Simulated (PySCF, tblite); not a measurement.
# AlF4 radical, a cluster model of a defect: EPR parameters

Aim: the EPR parameters of `[F][Al]([F])([F])[F]`. It is drawn as: fourfold Al.

Computed with tblite 0.8.0 and PySCF 2.14.0; each step states its level. No surroundings beyond the atoms listed, unless a continuum is named. Atoms count from 0, parts from 1.

## 1. Starting point

5 atoms, charge 0, multiplicity 2; geometry: distance geometry start.

## 2. Geometry optimisation with GFN2-xTB

What the job is given:

```
{"job": {"kind": "relax", "xc": "GFN2-xTB", "basis": "xTB"}, "charge": 0, "multiplicity": 2}
Al     0.467615     0.853593     0.201802
F     -0.394500    -0.602775    -0.263484
F     -0.668747     2.211231     0.402001
F      1.667197     1.277530    -1.050466
F      1.329542     0.598861     1.755709
```

With the program's defaults for keys left out, this is: GFN2-xTB geometry optimisation, gas phase.

Launch:

```bash
> OMP_NUM_THREADS=1 python cluster_run.py task.json out
```

The driver reads the jobs from task.json and runs them one after another.

**Question.** The jobs that follow are: PBE0-D3(BJ)/def2-SVP geometry optimisation, gas phase; UKS B3LYP, IGLO-III on Al F, non-relativistic, mean-field spin-orbit, GIAO; UKS BHandHLYP, IGLO-III on Al F, non-relativistic, mean-field spin-orbit, GIAO. Predict: point group; rotational constants (main isotopes); g(iso) (B3LYP); ⟨S²⟩; largest a(iso) (averaged by class).

The runs gave:

| quantity | value |
| --- | --- |
| point group | C2v |
| rotational constants (main isotopes) | 4.36, 3.65, 2.83 GHz |
| g(iso) (B3LYP) | 2.01492 |
| ⟨S²⟩ | 0.755 (exact 0.75) |
| largest a(iso) (averaged by class) | 19F on F1, F2, 339.0 MHz |

In words: The optimisation took 22 steps and gained 0.537 eV; among the close pairs (by a distance rule), Al0–F1 changed most, from 1.672 to 1.778 Å (PBE0/def2-SVP). The largest spin populations lie on F2 (0.51 e), F1 (0.51 e). The isotropic g lies 12.6 ppt above the free-electron value. The coupling of 19F on F1 runs from 339.0 (B3LYP/IGLO-III) to 493.1 MHz (BHandHLYP/IGLO-III).
